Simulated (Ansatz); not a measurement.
# Si2H6 + H2O: a complex and its separated parts

The complex below is one end of an elementary step. How strongly is it bound against its free parts?

Program: Ansatz 0.2.0, Gaussian basis. Level of theory: PBE0-D4/def2-TZVP structures, single points in def2-TZVPP, no counterpoise correction. These are calculated values, not measurements.

Levels: SPW92, PBE-D4, BLYP-D4, r2SCAN-D4, B97M-V, PBE0-D4, B3LYP-D4, r2SCAN0-D4, BHLYP-D4, CAM-B3LYP-D4, wB97X-V, wB97M-V, B2PLYP, PBE-QIDH, RPA on PBE, Hartree-Fock, MP2, CCSD, CCSD(T).

Correlated methods freeze the cores. B3LYP uses VWN-RPA correlation. B2PLYP carries no dispersion term here.

95 further runs of the same task are left out: 1 that didn't finish, 94 set aside as unsound or not needed.

## 1. The starting structure

The complex: 11 atoms, charge 0, spin multiplicity 1.

Atoms are counted from 1 here; the program's logs count them from 0.

Bond lengths: Si1–H2 1.487 Å, Si1–H3 1.491 Å, Si1–H4 1.487 Å, Si1–Si5 2.337 Å, Si5–H8 1.483 Å, Si5–H9 1.489 Å, Si5–H10 1.489 Å, H6–O7 0.960 Å, O7–H11 0.960 Å. Angles: H2–Si1–H3 107.3°, H2–Si1–H4 109.3°, H2–Si1–Si5 112.1°, H3–Si1–H4 107.4°, H3–Si1–Si5 108.5°, H4–Si1–Si5 112.0°, Si1–Si5–H8 112.6°, Si1–Si5–H9 109.1°, Si1–Si5–H10 109.1°, H8–Si5–H9 109.1°, H8–Si5–H10 109.1°, H9–Si5–H10 107.8°, H6–O7–H11 105.1°.

Coordinates:

```xyz
11

Si   -0.27923   -0.79413   -0.93076
H     0.65675   -0.01499   -1.78460
H    -0.40253   -2.15338   -1.53202
H    -1.62634   -0.16500   -0.97643
Si    0.50910   -1.01963    1.25786
H     0.33711    2.60230   -0.85573
O    -0.16476    2.32435   -0.08567
H     0.63272    0.28362    1.95499
H    -0.42307   -1.89398    2.02271
H     1.84063   -1.68627    1.23107
H    -1.08040    2.51691   -0.30142
```

Its parts: Si2H6 holds atoms 1, 2, 3, 4, 5, 8, 9, 10; H2O holds atoms 6, 7, 11. Each part counts its atoms afresh in its own runs.

## 2. Relaxing Si2H6 alone

relax-a/in.yaml

```yaml
crystal:
  periodic: [false, false, false]
  atoms:
    - {symbol: Si, position_ang: [-0.279226, -0.794127, -0.930764]}
    - {symbol: H, position_ang: [0.656753, -0.014985, -1.784596]}
    - {symbol: H, position_ang: [-0.402533, -2.153380, -1.532025]}
    - {symbol: H, position_ang: [-1.626338, -0.164997, -0.976427]}
    - {symbol: Si, position_ang: [0.509099, -1.019634, 1.257859]}
    - {symbol: H, position_ang: [0.632725, 0.283615, 1.954992]}
    - {symbol: H, position_ang: [-0.423071, -1.893979, 2.022706]}
    - {symbol: H, position_ang: [1.840632, -1.686271, 1.231072]}
basis:
  gaussian: {orbitals: def2-TZVP}
hamiltonian: {xc: pbe0, dispersion: d4}
relax: {f_tol: 0.005, max_steps: 200}
```

Command:

```bash
ansatz run in.yaml --threads 4 --pin off --events-out ev --progress --plain --max-ram 9574MiB
```

The program printed (excerpt; [...] marks lines left out):

```text
Functional definition: PBE0
  name "PBE0"
  cite "Adamo & Barone, J. Chem. Phys. 110, 6158 (1999) doi:10.1063/1.478522"
  cite "Perdew, Burke & Ernzerhof, Phys. Rev. Lett. 77, 3865 (1996) doi:10.1103/PhysRevLett.77.3865"
  parent pbe
[...]
800 factors; their error is unknown
[...]
mean field -15846.22479109 eV, -582.3380201157 hartree, gradient 5.3e-5 eV, S^2 0.000000; 0 other end points of the search recorded, 0 dependent functions left out
[...]
reference -15846.22482449 eV, -582.3380213429 hartree; 17, 17 occupied and 93, 93 virtual orbitals, 800 factors
[...]
Atom 0 at    -0.280910    -0.818812    -0.939697 Å, force    -0.000295    -0.000252    -0.000647 eV/Å
Atom 1 at     0.658540     0.006756    -1.745253 Å, force    -0.000073     0.000108     0.001002 eV/Å
Atom 2 at    -0.407826    -2.155870    -1.579368 Å, force     0.000263     0.000194    -0.000610 eV/Å
Atom 3 at    -1.615237    -0.161093    -0.943288 Å, force     0.000169    -0.000594     0.000692 eV/Å
Atom 4 at     0.507921    -1.041631     1.250502 Å, force     0.000203     0.000265     0.000366 eV/Å
Atom 5 at     0.622911     0.293616     1.896201 Å, force     0.000240    -0.000213    -0.000681 eV/Å
Atom 6 at    -0.425172    -1.878762     2.051515 Å, force     0.000059     0.000696    -0.000194 eV/Å
Atom 7 at     1.847814    -1.687962     1.252205 Å, force    -0.000567    -0.000205     0.000072 eV/Å
Dipole moment:     0.000012     0.000198     0.000074 e Å
```

Run time: 13 s. Hardware: 4 threads of Intel Xeon at 2.50GHz, shared host.

The steps of the relaxation:

| step | energy from step 1 (eV) | largest force component (eV/Å) |
| --- | --- | --- |
| 1 | 0.0000 | 0.1496 |
| 2 | -0.0041 | 0.0449 |
| 3 | -0.0057 | 0.0486 |
| 4 | -0.0059 | 0.0010 |

Distances of close pairs at the start and the end, largest changes first:

| bond | before (Å) | after (Å) | change (Å) |
| --- | --- | --- | --- |
| Si5–H6 | 1.483 | 1.488 | +0.004 |
| Si1–H3 | 1.491 | 1.488 | -0.004 |
| Si5–H7 | 1.489 | 1.488 | -0.002 |
| Si5–H8 | 1.489 | 1.488 | -0.002 |
| Si1–Si5 | 2.337 | 2.339 | +0.001 |
| Si1–H2 | 1.487 | 1.488 | +0.000 |
| Si1–H4 | 1.487 | 1.488 | +0.000 |

## 3. Relaxing H2O alone

relax-b/in.yaml

```yaml
crystal:
  periodic: [false, false, false]
  atoms:
    - {symbol: H, position_ang: [0.337113, 2.602298, -0.855730]}
    - {symbol: O, position_ang: [-0.164757, 2.324352, -0.085668]}
    - {symbol: H, position_ang: [-1.080397, 2.516909, -0.301417]}
basis:
  gaussian: {orbitals: def2-TZVP}
hamiltonian: {xc: pbe0, dispersion: d4}
relax: {f_tol: 0.005, max_steps: 200}
```

Command:

```bash
ansatz run in.yaml --threads 4 --pin off --events-out ev --progress --plain --max-ram 9574MiB
```

The program printed (excerpt; [...] marks lines left out):

```text
[... 5 set-up lines as earlier in the session ...]
[...]
239 factors; their error is unknown
[...]
mean field -2078.33305019 eV, -76.3773308497 hartree, gradient 1.2e-5 eV, S^2 0.000000; 0 other end points of the search recorded, 0 dependent functions left out
[...]
reference -2078.33309079 eV, -76.3773323418 hartree; 5, 5 occupied and 38, 38 virtual orbitals, 239 factors
Total energy: -2078.33734663 eV, -76.3774887412 hartree
Atom 0 at     0.336516     2.602227    -0.855416 Å, force     0.000121    -0.000065     0.000119 eV/Å
Atom 1 at    -0.164793     2.324414    -0.085802 Å, force    -0.000121     0.000137    -0.000286 eV/Å
Atom 2 at    -1.079764     2.516918    -0.301597 Å, force    -0.000000    -0.000072     0.000167 eV/Å
Dipole moment:    -0.152527     0.173417    -0.363344 e Å
```

It took 2.2 s on 4 threads of Intel Xeon at 2.50GHz, shared host.

Relaxation path:

| step | energy from step 1 (eV) | largest force component (eV/Å) |
| --- | --- | --- |
| 1 | 0.0000 | 0.0339 |
| 2 | 0.0000 | 0.0071 |
| 3 | 0.0000 | 0.0003 |

Close pairs (by a distance rule), those that changed most:

| bond | before (Å) | after (Å) | change (Å) |
| --- | --- | --- | --- |
| H1–O2 | 0.960 | 0.960 | -0.001 |
| O2–H3 | 0.960 | 0.960 | -0.001 |

## 4. SPW92/def2-TZVPP

parta/in.yaml

```yaml
crystal:
  periodic: [false, false, false]
  atoms:
    - {symbol: Si, position_ang: [-0.280910, -0.818812, -0.939697]}
    - {symbol: H, position_ang: [0.658540, 0.006756, -1.745253]}
    - {symbol: H, position_ang: [-0.407826, -2.155870, -1.579368]}
    - {symbol: H, position_ang: [-1.615237, -0.161093, -0.943288]}
    - {symbol: Si, position_ang: [0.507921, -1.041631, 1.250502]}
    - {symbol: H, position_ang: [0.622911, 0.293616, 1.896201]}
    - {symbol: H, position_ang: [-0.425172, -1.878762, 2.051515]}
    - {symbol: H, position_ang: [1.847814, -1.687962, 1.252205]}
basis:
  gaussian: {orbitals: def2-TZVPP}
hamiltonian: {xc: lda}
```

partb/in.yaml

```yaml
crystal:
  periodic: [false, false, false]
  atoms:
    - {symbol: H, position_ang: [0.336516, 2.602227, -0.855416]}
    - {symbol: O, position_ang: [-0.164793, 2.324414, -0.085802]}
    - {symbol: H, position_ang: [-1.079764, 2.516918, -0.301597]}
basis:
  gaussian: {orbitals: def2-TZVPP}
hamiltonian: {xc: lda}
```

Each run has its own folder and the same command.

Command:

```bash
ansatz run in.yaml --threads 4 --pin off --events-out ev --progress --plain --max-ram 9574MiB
```

parta printed (excerpt; [...] marks lines left out):

```text
Functional definition: SPW92
  name "SPW92"
  cite "Dirac, Proc. Camb. Phil. Soc. 26, 376 (1930) doi:10.1017/S0305004100016108"
  cite "Slater, Phys. Rev. 81, 385 (1951) doi:10.1103/PhysRev.81.385"
  cite "Perdew & Wang, Phys. Rev. B 45, 13244 (1992) doi:10.1103/PhysRevB.45.13244"
[...]
930 factors; their error is unknown
[...]
mean field -15788.03649691 eV, -580.1996397459 hartree, gradient 2.3e-5 eV, S^2 0.000000; 0 other end points of the search recorded, 0 dependent functions left out
reference -15788.03653803 eV, -580.1996412571 hartree; 17, 17 occupied and 151, 151 virtual orbitals, 930 factors
Total energy: -15788.03653803 eV, -580.1996412571 hartree
```

partb printed (excerpt; [...] marks lines left out):

```text
[... 5 set-up lines as earlier in the session ...]
[...]
269 factors; their error is unknown
[...]
mean field -2065.39694598 eV, -75.9019377884 hartree, gradient 5.3e-5 eV, S^2 0.000000; 0 other end points of the search recorded, 0 dependent functions left out
reference -2065.39696481 eV, -75.9019384805 hartree; 5, 5 occupied and 54, 54 virtual orbitals, 269 factors
Total energy: -2065.39696481 eV, -75.9019384805 hartree
```

Wall times: 1.7 s (parta), 0.5 s (partb) on 4 threads of Intel Xeon at 2.50GHz, shared host.

## 5. PBE-D4/def2-TZVPP

Each input of step 4 (parta, partb) changes in the same lines:

```diff
-hamiltonian: {xc: lda}
+hamiltonian: {xc: pbe, dispersion: d4}
```

The same command starts each run, in its folder.

Command:

```bash
ansatz run in.yaml --threads 4 --pin off --events-out ev --progress --plain --max-ram 9574MiB
```

Output in parta (excerpt; [...] marks lines left out):

```text
Functional definition: PBE
  name "PBE"
[... 2 set-up lines as earlier in the session ...]
[...]
930 factors; their error is unknown
[...]
mean field -15844.47744273 eV, -582.2738062476 hartree, gradient 2.4e-5 eV, S^2 0.000000; 0 other end points of the search recorded, 0 dependent functions left out
reference -15844.47748635 eV, -582.2738078506 hartree; 17, 17 occupied and 151, 151 virtual orbitals, 930 factors
Total energy: -15844.60728223 eV, -582.2785777615 hartree
```

Output in partb (excerpt; [...] marks lines left out):

```text
[... 4 set-up lines as earlier in the session ...]
[...]
269 factors; their error is unknown
[...]
mean field -2078.40757384 eV, -76.3800695432 hartree, gradient 4.4e-5 eV, S^2 0.000000; 0 other end points of the search recorded, 0 dependent functions left out
reference -2078.40759431 eV, -76.3800702956 hartree; 5, 5 occupied and 54, 54 virtual orbitals, 269 factors
Total energy: -2078.41291139 eV, -76.3802656946 hartree
```

They took 2.5 s (parta), 0.56 s (partb) on 4 threads of Intel Xeon at 2.50GHz, shared host.

## 6. BLYP-D4/def2-TZVPP

The same edit goes into each in.yaml of step 5 (parta, partb):

```diff
-hamiltonian: {xc: pbe, dispersion: d4}
+hamiltonian: {xc: {name: BLYP}, dispersion: d4}
```

One command serves all of them, each in its own folder.

Command:

```bash
ansatz run in.yaml --threads 4 --pin off --events-out ev --progress --plain --max-ram 9574MiB
```

parta printed (excerpt; [...] marks lines left out):

```text
Functional definition: BLYP
  name "BLYP"
  cite "Becke, Phys. Rev. A 38, 3098 (1988) doi:10.1103/PhysRevA.38.3098"
  cite "Lee, Yang & Parr, Phys. Rev. B 37, 785 (1988) doi:10.1103/PhysRevB.37.785"
[...]
930 factors; their error is unknown
[...]
mean field -15852.56229571 eV, -582.5709191148 hartree, gradient 1.9e-5 eV, S^2 0.000000; 0 other end points of the search recorded, 0 dependent functions left out
reference -15852.56265449 eV, -582.5709322998 hartree; 17, 17 occupied and 151, 151 virtual orbitals, 930 factors
Total energy: -15852.84668379 eV, -582.5813701839 hartree
```

Log of partb (excerpt; [...] marks lines left out):

```text
[... 4 set-up lines as earlier in the session ...]
[...]
269 factors; their error is unknown
[...]
mean field -2080.27678821 eV, -76.4487619044 hartree, gradient 8.6e-5 eV, S^2 0.000000; 0 other end points of the search recorded, 0 dependent functions left out
reference -2080.27697776 eV, -76.4487688702 hartree; 5, 5 occupied and 54, 54 virtual orbitals, 269 factors
Total energy: -2080.28982023 eV, -76.4492408225 hartree
```

Times: 2.9 s (parta), 0.72 s (partb) on 4 threads of Intel Xeon at 2.50GHz, shared host.

## 7. r2SCAN-D4/def2-TZVPP

The same edit goes into each in.yaml of step 6 (parta, partb):

```diff
-hamiltonian: {xc: {name: BLYP}, dispersion: d4}
+hamiltonian: {xc: r2scan, dispersion: d4}
```

The same command starts each run, in its folder.

Command:

```bash
ansatz run in.yaml --threads 4 --pin off --events-out ev --progress --plain --max-ram 9574MiB
```

parta printed (excerpt; [...] marks lines left out):

```text
Functional definition: r2SCAN
  name "r2SCAN"
  cite "Furness, Kaplan, Ning, Perdew & Sun, J. Phys. Chem. Lett. 11, 8208 (2020) doi:10.1021/acs.jpclett.0c02405"
  cite "Furness, Kaplan, Ning, Perdew & Sun, J. Phys. Chem. Lett. 11, 9248 (2020) doi:10.1021/acs.jpclett.0c03077"
  parent r2scan
[...]
930 factors; their error is unknown
[...]
mean field -15851.50372152 eV, -582.5320172307 hartree, gradient 2.7e-5 eV, S^2 0.000000; 0 other end points of the search recorded, 0 dependent functions left out
reference -15851.50373522 eV, -582.5320177344 hartree; 17, 17 occupied and 151, 151 virtual orbitals, 930 factors
Total energy: -15851.53405229 eV, -582.5331318659 hartree
```

Log of partb (excerpt; [...] marks lines left out):

```text
[... 5 set-up lines as earlier in the session ...]
[...]
269 factors; their error is unknown
[...]
mean field -2079.58114966 eV, -76.4231976594 hartree, gradient 8.5e-5 eV, S^2 0.000000; 0 other end points of the search recorded, 0 dependent functions left out
reference -2079.58115487 eV, -76.4231978506 hartree; 5, 5 occupied and 54, 54 virtual orbitals, 269 factors
Total energy: -2079.58242740 eV, -76.4232446153 hartree
```

They took 3.8 s (parta), 1.3 s (partb) on 4 threads of Intel Xeon at 2.50GHz, shared host.

## 8. B97M-V/def2-TZVPP

Each input of step 7 (parta, partb) changes in the same lines:

```diff
-hamiltonian: {xc: r2scan, dispersion: d4}
+hamiltonian: {xc: {name: B97M-V}}
```

The same command starts each run, in its folder.

Command:

```bash
ansatz run in.yaml --threads 4 --pin off --events-out ev --progress --plain --max-ram 9574MiB
```

Output in parta (excerpt; [...] marks lines left out):

```text
Functional definition: B97M-V
  name "B97M-V"
  cite "Mardirossian & Head-Gordon, J. Chem. Phys. 142, 074111 (2015) doi:10.1063/1.4907719"
  cite "Becke, J. Chem. Phys. 107, 8554 (1997) doi:10.1063/1.475007"
  cite "Vydrov & Van Voorhis, J. Chem. Phys. 133, 244103 (2010) doi:10.1063/1.3521275"
  # Of w^i u^j: cxij and so on, Table III.
[...]
  gx(w, u) = cx00 + cx01*u + cx02*u^2 + (cx10 + cx11*u)*w
[...]
  gos(w, u) = cos00 + cos01*u + cos03*u^3 + cos10*w + cos32*w^3*u^2
[...]
      + integral(e_c_pw_mod_opposite_spin*gos(b97_w_opposite, b97_u_opposite)) + vv10(b, c)
930 factors; their error is unknown
[...]
mean field -15849.09563497 eV, -582.4435216822 hartree, gradient 1.2e-5 eV, S^2 0.000000; 0 other end points of the search recorded, 0 dependent functions left out
reference -15849.09570185 eV, -582.4435241401 hartree; 17, 17 occupied and 151, 151 virtual orbitals, 930 factors
Total energy: -15849.09570185 eV, -582.4435241401 hartree
```

Log of partb (excerpt; [...] marks lines left out):

```text
[... 5 set-up lines as earlier in the session ...]
  # Of w^i u^j: cxij and so on, Table III.
[...]
  gx(w, u) = cx00 + cx01*u + cx02*u^2 + (cx10 + cx11*u)*w
[...]
  gos(w, u) = cos00 + cos01*u + cos03*u^3 + cos10*w + cos32*w^3*u^2
[...]
      + integral(e_c_pw_mod_opposite_spin*gos(b97_w_opposite, b97_u_opposite)) + vv10(b, c)
269 factors; their error is unknown
[...]
mean field -2079.93551579 eV, -76.4362203743 hartree, gradient 2.9e-5 eV, S^2 0.000000; 0 other end points of the search recorded, 0 dependent functions left out
reference -2079.93554260 eV, -76.4362213597 hartree; 5, 5 occupied and 54, 54 virtual orbitals, 269 factors
Total energy: -2079.93554260 eV, -76.4362213597 hartree
```

Wall times: 8.1 s (parta), 1.4 s (partb) on 4 threads of Intel Xeon at 2.50GHz, shared host.

## 9. PBE0-D4/def2-TZVPP

The same edit goes into each in.yaml of step 8 (parta, partb):

```diff
-hamiltonian: {xc: {name: B97M-V}}
+hamiltonian: {xc: pbe0, dispersion: d4}
+output: {orbitals: {seedname: orbitals}}
```

Each run has its own folder and the same command.

Command:

```bash
ansatz run in.yaml --threads 4 --pin off --events-out ev --progress --plain --max-ram 9574MiB
```

parta printed (excerpt; [...] marks lines left out):

```text
[... 5 set-up lines as earlier in the session ...]
[...]
936 factors; their error is unknown
[...]
mean field -15846.25807851 eV, -582.3392434056 hartree, gradient 2.2e-5 eV, S^2 0.000000; 0 other end points of the search recorded, 0 dependent functions left out
reference -15846.25811143 eV, -582.3392446155 hartree; 17, 17 occupied and 151, 151 virtual orbitals, 936 factors
Total energy: -15846.36755855 eV, -582.3432667229 hartree
```

partb printed (excerpt; [...] marks lines left out):

```text
[... 5 set-up lines as earlier in the session ...]
[...]
269 factors; their error is unknown
[...]
mean field -2078.42782135 eV, -76.3808136256 hartree, gradient 1.2e-5 eV, S^2 0.000000; 0 other end points of the search recorded, 0 dependent functions left out
reference -2078.42783585 eV, -76.3808141586 hartree; 5, 5 occupied and 54, 54 virtual orbitals, 269 factors
Total energy: -2078.43209170 eV, -76.3809705580 hartree
```

Times: 4 s (parta), 0.72 s (partb) on 4 threads of Intel Xeon at 2.50GHz, shared host.

## 10. B3LYP-D4/def2-TZVPP

The same edit goes into each in.yaml of step 9 (parta, partb):

```diff
-hamiltonian: {xc: pbe0, dispersion: d4}
-output: {orbitals: {seedname: orbitals}}
+hamiltonian: {xc: {name: B3LYP}, dispersion: d4}
```

Each run has its own folder and the same command.

Command:

```bash
ansatz run in.yaml --threads 4 --pin off --events-out ev --progress --plain --max-ram 9574MiB
```

Log of parta (excerpt; [...] marks lines left out):

```text
Functional definition: B3LYP
  name "B3LYP"
  cite "Stephens, Devlin, Chabalowski & Frisch, J. Phys. Chem. 98, 11623 (1994) doi:10.1021/j100096a001"
[... 2 set-up lines as earlier in the session ...]
  cite "Vosko, Wilk & Nusair, Can. J. Phys. 58, 1200 (1980) doi:10.1139/p80-159"
[...]
936 factors; their error is unknown
[...]
mean field -15854.54497939 eV, -582.6437813961 hartree, gradient 3.8e-5 eV, S^2 0.000000; 0 other end points of the search recorded, 0 dependent functions left out
reference -15854.54524760 eV, -582.6437912526 hartree; 17, 17 occupied and 151, 151 virtual orbitals, 936 factors
Total energy: -15854.75610507 eV, -582.6515401215 hartree
```

Log of partb (excerpt; [...] marks lines left out):

```text
[... 6 set-up lines as earlier in the session ...]
[...]
269 factors; their error is unknown
[...]
mean field -2080.76396026 eV, -76.4666651472 hartree, gradient 1.1e-5 eV, S^2 0.000000; 0 other end points of the search recorded, 0 dependent functions left out
reference -2080.76409863 eV, -76.4666702320 hartree; 5, 5 occupied and 54, 54 virtual orbitals, 269 factors
Total energy: -2080.77252472 eV, -76.4669798852 hartree
```

Wall times: 3.9 s (parta), 0.72 s (partb) on 4 threads of Intel Xeon at 2.50GHz, shared host.

## 11. r2SCAN0-D4/def2-TZVPP

The same edit goes into each in.yaml of step 10 (parta, partb):

```diff
-hamiltonian: {xc: {name: B3LYP}, dispersion: d4}
+hamiltonian: {xc: {name: r2SCAN0}, dispersion: d4}
```

Each run has its own folder and the same command.

Command:

```bash
ansatz run in.yaml --threads 4 --pin off --events-out ev --progress --plain --max-ram 9574MiB
```

Output in parta (excerpt; [...] marks lines left out):

```text
Functional definition: r2SCAN0
  name "r2SCAN0"
  cite "Bursch, Neugebauer, Ehlert & Grimme, J. Chem. Phys. 156, 134105 (2022) doi:10.1063/5.0086040"
[... 3 set-up lines as earlier in the session ...]
[...]
936 factors; their error is unknown
[...]
mean field -15851.34271087 eV, -582.5261001985 hartree, gradient 5.1e-5 eV, S^2 0.000000; 0 other end points of the search recorded, 0 dependent functions left out
reference -15851.34272182 eV, -582.5261006010 hartree; 17, 17 occupied and 151, 151 virtual orbitals, 936 factors
Total energy: -15851.37886519 eV, -582.5274288451 hartree
```

Output in partb (excerpt; [...] marks lines left out):

```text
[... 6 set-up lines as earlier in the session ...]
[...]
269 factors; their error is unknown
[...]
mean field -2079.27470605 eV, -76.4119360643 hartree, gradient 2.0e-5 eV, S^2 0.000000; 0 other end points of the search recorded, 0 dependent functions left out
reference -2079.27471015 eV, -76.4119362150 hartree; 5, 5 occupied and 54, 54 virtual orbitals, 269 factors
Total energy: -2079.27611431 eV, -76.4119878169 hartree
```

They took 5.5 s (parta), 1.3 s (partb) on 4 threads of Intel Xeon at 2.50GHz, shared host.

## 12. BHLYP-D4/def2-TZVPP

Each input of step 11 (parta, partb) changes in the same lines:

```diff
-hamiltonian: {xc: {name: r2SCAN0}, dispersion: d4}
+hamiltonian: {xc: {name: BHLYP}, dispersion: d4}
```

One command serves all of them, each in its own folder.

Command:

```bash
ansatz run in.yaml --threads 4 --pin off --events-out ev --progress --plain --max-ram 9574MiB
```

Log of parta (excerpt; [...] marks lines left out):

```text
Functional definition: BHLYP
  name "BHLYP"
  cite "Becke, J. Chem. Phys. 98, 1372 (1993) doi:10.1063/1.464304"
[... 2 set-up lines as earlier in the session ...]
[...]
974 factors; their error is unknown
[...]
mean field -15853.08553368 eV, -582.5901477556 hartree, gradient 3.3e-5 eV, S^2 0.000000; 0 other end points of the search recorded, 0 dependent functions left out
reference -15853.08571526 eV, -582.5901544282 hartree; 17, 17 occupied and 151, 151 virtual orbitals, 974 factors
Total energy: -15853.25608206 eV, -582.5964152926 hartree
```

partb printed (excerpt; [...] marks lines left out):

```text
[... 5 set-up lines as earlier in the session ...]
[...]
295 factors; their error is unknown
[...]
mean field -2079.57890477 eV, -76.4231151613 hartree, gradient 2.0e-5 eV, S^2 0.000000; 0 other end points of the search recorded, 0 dependent functions left out
reference -2079.57899557 eV, -76.4231184979 hartree; 5, 5 occupied and 54, 54 virtual orbitals, 295 factors
Total energy: -2079.58394740 eV, -76.4233004744 hartree
```

They took 4.1 s (parta), 0.52 s (partb) on 4 threads of Intel Xeon at 2.50GHz, shared host.

[end of part 1 of 2]
